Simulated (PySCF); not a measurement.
Molecule: FBSeH2, in a box.

```
CELL_PARAMETERS angstrom
12.00000 0.00000 0.00000
0.00000 13.00000 0.00000
0.00000 0.00000 11.00000
ATOMIC_POSITIONS crystal
F 0.47745 0.37422 0.57499
B 0.47815 0.45845 0.50796
Se 0.59313 0.55939 0.53880
H 0.40904 0.47022 0.43119
H 0.55278 0.62901 0.44356
```

Base run:

```yaml
Program: PySCF 2.14.0
Functional: PBEsol0
Potentials_or_basis: def2-svp (all-electron)
k_mesh: 1 × 1 × 1
Occupations: fixed
Spin: no spin polarisation
```

Its results: gap between the frontier levels 7.04 eV.

**Question.** The run is repeated on the same cell with these changes: functional from PBEsol0 to B97-D. What comes out?

**Answer.** Gap between the frontier levels 5.04 eV.

Caveats: this is a molecule in a periodic box at the Γ point, so its band gap is the HOMO-LUMO gap; relativity is left out, which matters for the heavier elements; the basis of atomic orbitals isn't converged, which shifts pressures, moduli and gaps; this functional is defined with a dispersion term, which the run leaves out (some runs).

